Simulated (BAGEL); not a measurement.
**C2H3BClO− (SMILES C#C[BH-](O)Cl): levels of theory compared**

Aim: a comparison of 3 runs (B3LYP/6-31G*, B3LYP/cc-pVDZ, PBE0/cc-pVDZ) of C2H3BClO−. 

Program for the calculation: BAGEL 1.2.2.

4 further runs of the same task are left out: 4 that didn't finish.

### Step 1. Starting point

The species is C2H3BClO− (8 atoms), meant as a singlet with charge -1. As SMILES, `C#C[BH-](O)Cl`. Geometry: relaxed at GFN2-xTB. This is one conformer, not always the lowest.

Bond lengths: C1–C2 1.203 Å, C2–B3 1.570 Å, B3–O4 1.436 Å, B3–Cl5 2.007 Å, C1–H6 1.056 Å, B3–H7 1.198 Å, O4–H8 0.957 Å. Angles: C1–C2–B3 178.0°, C2–B3–O4 114.7°, C2–B3–Cl5 102.6°, O4–B3–Cl5 108.3°, C2–C1–H6 179.0°, C2–B3–H7 114.5°, O4–B3–H7 110.9°, Cl5–B3–H7 104.7°, B3–O4–H8 109.5°.

### Step 2. The energy at B3LYP/6-31G(d) (density fitting with qzvpp-jkfit, spherical functions) (run 1)

The input, input.json:

```json
{ "bagel" : [

{
  "title" : "molecule",
  "basis" : "6-31gs.json",
  "df_basis" : "qzvpp-jkfit",
  "angstrom" : "true",
  "geometry" : [
    { "atom" : "C", "xyz" : [      -0.196040,       1.124900,       1.618570 ] },
    { "atom" : "C", "xyz" : [       0.107710,       0.494530,       0.640580 ] },
    { "atom" : "B", "xyz" : [       0.454340,      -0.348130,      -0.637670 ] },
    { "atom" : "O", "xyz" : [      -0.100980,      -1.672050,      -0.652340 ] },
    { "atom" : "Cl", "xyz" : [      -0.406480,       0.712710,      -2.107740 ] },
    { "atom" : "H", "xyz" : [      -0.449160,       1.690210,       2.474070 ] },
    { "atom" : "H", "xyz" : [       1.618170,      -0.369320,      -0.918960 ] },
    { "atom" : "H", "xyz" : [      -1.027560,      -1.632840,      -0.416520 ] }
  ]
},

{ "title" : "ks", "xc_func" : "b3lyp", "charge" : -1 },

{ "title" : "print", "file" : "orbitals.molden", "orbitals" : "true" }

]}
```

The basis set 6-31G* is read from a file made from the Basis Set Exchange's data (not shown).

Run with:

```sh
$ BAGEL_NUM_THREADS=1 BAGEL input.json > input.out
```

What it wrote:

```text
* using 1 threads per process

  ===============================================================
  ===============================================================

  *** Geometry ***

  { "atom" : "C", "xyz" : [     -0.370462,      2.125753,      3.058654 ] },
  { "atom" : "C", "xyz" : [      0.203542,      0.934526,      1.210521 ] },
  { "atom" : "B", "xyz" : [      0.858578,     -0.657870,     -1.205022 ] },
  { "atom" : "O", "xyz" : [     -0.190825,     -3.159717,     -1.232744 ] },
  { "atom" : "Cl", "xyz" : [     -0.768136,      1.346827,     -3.983051 ] },
  { "atom" : "H", "xyz" : [     -0.848789,      3.194034,      4.675315 ] },
  { "atom" : "H", "xyz" : [      3.057898,     -0.697914,     -1.736583 ] },
  { "atom" : "H", "xyz" : [     -1.941807,     -3.085620,     -0.787109 ] },

  Number of auxiliary basis functions:      484

  Since a DF basis is specified, we compute 2- and 3-index integrals:
    o Being stored without compression. Storage requirement is 0.025 GB

  Number of basis functions:       80
  Number of electrons      :       45

    * METHOD: MOLECULE                             0.20

  *** Kohn-Sham DFT ***

    * Removing 15061 points whose weight is below 1.00e-10
    * Grid points: 104187

  === Nuclear Repulsion ===
   174.3317996833

       - DIIS with orbital gradients will be used.

  === KS iteration (b3lyp / 6-31gs.json) ===
      0       -573.02157324          0.13833468           0.29
      1       -377.32865053          0.21163909           0.27
      2       -492.16834059          0.11198759           0.27
      3       -569.50297458          0.23409534           0.27
      4       -582.18528020          0.18114711           0.27
      5       -587.19708403          0.18178859           0.27
[... 24 lines of this table left out ...]
     30       -638.34521843          0.00000001           0.27
     31       -638.34521843          0.00000001           0.27
    * SCF iteration converged.

    * Permanent dipole moment:
           (    0.650242,    -0.056669,    -0.819455) a.u.

    * METHOD: KS                                   9.13

    * METHOD: PRINT                                0.01

  ===============================================================
```

Run time: 9.6 s. Hardware: 1 thread of Arm Neoverse V2, shared host; peak memory 0.41 GiB.

### Step 3. The energy at B3LYP/cc-pVDZ (density fitting with qzvpp-jkfit) (run 2)

The input, dft.json:

```json
{ "bagel": [

{
  "title": "molecule",
  "basis": "cc-pvdz.json",
  "df_basis": "qzvpp-jkfit",
  "angstrom": true,
  "geometry": [
    { "atom": "C", "xyz": [   -0.196040,    1.124900,    1.618570 ] },
    { "atom": "C", "xyz": [    0.107710,    0.494530,    0.640580 ] },
    { "atom": "B", "xyz": [    0.454340,   -0.348130,   -0.637670 ] },
    { "atom": "O", "xyz": [   -0.100980,   -1.672050,   -0.652340 ] },
    { "atom": "Cl", "xyz": [   -0.406480,    0.712710,   -2.107740 ] },
    { "atom": "H", "xyz": [   -0.449160,    1.690210,    2.474070 ] },
    { "atom": "H", "xyz": [    1.618170,   -0.369320,   -0.918960 ] },
    { "atom": "H", "xyz": [   -1.027560,   -1.632840,   -0.416520 ] }
  ]
},
{ "title": "ks", "xc_func": "b3lyp", "charge": -1 },
{ "title": "print", "file": "orbitals.molden", "orbitals": true }

]}
```

The basis set cc-pVDZ is read from a file made from the Basis Set Exchange's data (not shown).

Run with:

```sh
$ BAGEL_NUM_THREADS=1 BAGEL dft.json > dft.out
```

What it wrote:

```text
* using 1 threads per process

  ===============================================================
  ===============================================================

  *** Geometry ***

  { "atom" : "C", "xyz" : [     -0.370462,      2.125753,      3.058654 ] },
  { "atom" : "C", "xyz" : [      0.203542,      0.934526,      1.210521 ] },
  { "atom" : "B", "xyz" : [      0.858578,     -0.657870,     -1.205022 ] },
  { "atom" : "O", "xyz" : [     -0.190825,     -3.159717,     -1.232744 ] },
  { "atom" : "Cl", "xyz" : [     -0.768136,      1.346827,     -3.983051 ] },
  { "atom" : "H", "xyz" : [     -0.848789,      3.194034,      4.675315 ] },
  { "atom" : "H", "xyz" : [      3.057898,     -0.697914,     -1.736583 ] },
  { "atom" : "H", "xyz" : [     -1.941807,     -3.085620,     -0.787109 ] },

  Number of auxiliary basis functions:      484

  Since a DF basis is specified, we compute 2- and 3-index integrals:
    o Being stored without compression. Storage requirement is 0.031 GB

  Number of basis functions:       89
  Number of electrons      :       45

    * METHOD: MOLECULE                             0.20

  *** Kohn-Sham DFT ***

    * Removing 15061 points whose weight is below 1.00e-10
    * Grid points: 104187

  === Nuclear Repulsion ===
   174.3317996833

       - DIIS with orbital gradients will be used.

  === KS iteration (b3lyp / cc-pvdz.json) ===
      0       -593.55675987          0.12393550           0.33
      1       -525.96607485          0.16297529           0.32
      2       -549.27033615          0.14948052           0.32
      3       -628.32320030          0.10335105           0.32
      4       -635.14403679          0.05996524           0.32
      5       -630.79143568          0.08604500           0.32
[... 16 lines of this table left out ...]
     22       -638.39207948          0.00000002           0.32
     23       -638.39207948          0.00000001           0.32
    * SCF iteration converged.

    * Permanent dipole moment:
           (    0.682433,    -0.057944,    -0.668550) a.u.

    * METHOD: KS                                   8.18

    * METHOD: PRINT                                0.01

  ===============================================================
```

Run time: 8.7 s. Hardware: 1 thread of Arm Neoverse V2, shared host; peak memory 0.44 GiB.

### Step 4. A single-point energy at PBE0/cc-pVDZ (density fitting with qzvpp-jkfit) (run 3)

The input, input.json:

```json
{ "bagel": [

{
  "title": "molecule",
  "basis": "cc-pvdz.json",
  "df_basis": "qzvpp-jkfit",
  "angstrom": "true",
  "geometry": [
    { "atom": "C", "xyz": [      -0.196040,       1.124900,       1.618570 ] },
    { "atom": "C", "xyz": [       0.107710,       0.494530,       0.640580 ] },
    { "atom": "B", "xyz": [       0.454340,      -0.348130,      -0.637670 ] },
    { "atom": "O", "xyz": [      -0.100980,      -1.672050,      -0.652340 ] },
    { "atom": "Cl", "xyz": [      -0.406480,       0.712710,      -2.107740 ] },
    { "atom": "H", "xyz": [      -0.449160,       1.690210,       2.474070 ] },
    { "atom": "H", "xyz": [       1.618170,      -0.369320,      -0.918960 ] },
    { "atom": "H", "xyz": [      -1.027560,      -1.632840,      -0.416520 ] }
  ]
},

{
  "title": "ks",
  "xc_func": "pbe0",
  "charge": -1
},

{
  "title": "print",
  "file": "orbitals.molden",
  "orbitals": "true"
}

]}
```

The basis set cc-pVDZ is read from a file made from the Basis Set Exchange's data (not shown).

Run with:

```sh
$ BAGEL_NUM_THREADS=1 BAGEL input.json > input.out
```

What it wrote:

```text
* using 1 threads per process

  ===============================================================
  ===============================================================

  *** Geometry ***

  { "atom" : "C", "xyz" : [     -0.370462,      2.125753,      3.058654 ] },
  { "atom" : "C", "xyz" : [      0.203542,      0.934526,      1.210521 ] },
  { "atom" : "B", "xyz" : [      0.858578,     -0.657870,     -1.205022 ] },
  { "atom" : "O", "xyz" : [     -0.190825,     -3.159717,     -1.232744 ] },
  { "atom" : "Cl", "xyz" : [     -0.768136,      1.346827,     -3.983051 ] },
  { "atom" : "H", "xyz" : [     -0.848789,      3.194034,      4.675315 ] },
  { "atom" : "H", "xyz" : [      3.057898,     -0.697914,     -1.736583 ] },
  { "atom" : "H", "xyz" : [     -1.941807,     -3.085620,     -0.787109 ] },

  Number of auxiliary basis functions:      484

  Since a DF basis is specified, we compute 2- and 3-index integrals:
    o Being stored without compression. Storage requirement is 0.031 GB

  Number of basis functions:       89
  Number of electrons      :       45

    * METHOD: MOLECULE                             0.20

  *** Kohn-Sham DFT ***

    * Removing 15061 points whose weight is below 1.00e-10
    * Grid points: 104187

  === Nuclear Repulsion ===
   174.3317996833

       - DIIS with orbital gradients will be used.

  === KS iteration (pbe0 / cc-pvdz.json) ===
      0       -593.23065155          0.12339265           0.31
      1       -526.60907109          0.16026459           0.30
      2       -549.58655889          0.14688595           0.30
      3       -628.00472259          0.10403270           0.30
      4       -635.39806940          0.06220276           0.30
      5       -632.61699377          0.08699587           0.30
      6       -637.27236373          0.03087829           0.30
      7       -637.49850160          0.02926479           0.30
      8       -637.92576994          0.01263515           0.30
      9       -637.98973208          0.00596071           0.30
     10       -638.00825641          0.00223351           0.30
     11       -638.01086653          0.00045255           0.30
     12       -638.01096453          0.00009185           0.30
     13       -638.01097087          0.00003562           0.30
     14       -638.01097200          0.00000759           0.31
     15       -638.01097204          0.00000478           0.30
     16       -638.01097205          0.00000114           0.31
     17       -638.01097205          0.00000045           0.31
     18       -638.01097205          0.00000017           0.31
     19       -638.01097205          0.00000015           0.30
     20       -638.01097205          0.00000003           0.30
     21       -638.01097205          0.00000001           0.30
    * SCF iteration converged.

    * Permanent dipole moment:
           (    0.684590,    -0.055549,    -0.695175) a.u.

    * METHOD: KS                                   7.21

    * METHOD: PRINT                                0.01

  ===============================================================
```

Wall time 7.8 s (1 thread of Arm Neoverse V2, shared host); peak memory 0.44 GiB.

### Step 5. The series

```
run                                                                 level  energy (Eh)  HOMO energy (eV)  LUMO energy (eV)  HOMO–LUMO gap (eV)  wall time
  1  B3LYP/6-31G* (density fitting with qzvpp-jkfit, spherical functions)  -638.345218             -1.84              5.99                7.83      9.6 s
  2                      B3LYP/cc-pVDZ (density fitting with qzvpp-jkfit)  -638.392079             -1.87              5.75                7.62      8.7 s
  3                       PBE0/cc-pVDZ (density fitting with qzvpp-jkfit)  -638.010972             -2.21              5.93                8.14      7.8 s
```

### Step 6. Summary of results

| quantity | value |
| --- | --- |
| run 3: total energy | -638.01097 Eh |
| run 3: HOMO energy | -2.21 eV |
| run 3: LUMO energy | 5.93 eV |
| run 3: HOMO–LUMO gap (to an unbound level, set by the basis) | 8.14 eV |

The HOMO–LUMO gap runs from 7.62 eV (B3LYP/cc-pVDZ) to 8.14 eV (PBE0/cc-pVDZ). The empty levels of an anion lie above zero and hang on the basis. Totals of different functionals can't be ranked against each other. All runs together took 26 s, the longest 9.6 s.
